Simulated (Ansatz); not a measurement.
# Ag: the cost of one run

Computed with Ansatz 0.2.0 (DFT r2SCAN, scalar-relativistic, plane waves, PAW, unless a step's input says otherwise).

This is Ag in the bcc structure; at room conditions it is fcc.

**1. The starting structure**

The structure is cubic, space group Im-3m (No. 229). Conventional cell: a = 3.311 Å, b = 3.311 Å, c = 3.311 Å, α = 90.00°, β = 90.00°, γ = 90.00°. Ag (site symmetry m-3m) has 8 Ag at 2.87 Å as nearest neighbours.

As a file:

```
CELL_PARAMETERS angstrom
-1.65565 1.65565 1.65565
1.65565 -1.65565 1.65565
1.65565 1.65565 -1.65565
ATOMIC_POSITIONS crystal
Ag 0.00000 0.00000 0.00000
```

It goes back to an entry of the Materials Project, which need not be the stable form.

The cell is taken as given, not relaxed at this level.

**2. The undisturbed cell**

Input file input.yaml:

```yaml
crystal:
  lattice:
    - [-1.655654, 1.655654, 1.655654]
    - [1.655654, -1.655654, 1.655654]
    - [1.655654, 1.655654, -1.655654]
  atoms:
    - { symbol: Ag, position: [0.0, 0.0, 0.0] }
basis:
  ecutwfc: 500
kpoints:
  mp_grid: { grid: [22, 22, 22] }
hamiltonian:
  xc: r2scan
scf:
  occupations: { method: gaussian, width: 0.15 }
output:
  forces: true
  stress: true
  eigenvalues: true
  write_density: true
  write_potential: true
  elf: true
  volumetric_format: npy
```

Command:

```bash
$ ansatz run input.yaml --threads 1 --pin off --max-ram 2560MiB --backend cpu --events-out ev --progress --plain --runs-dir out
```

**Question.** How long does this run take on 1 thread of Intel Xeon at 2.50GHz (Skylake/Cascade Lake), shared host, and how much memory does it need?

About 22 s, with a peak of 0.45 GiB.
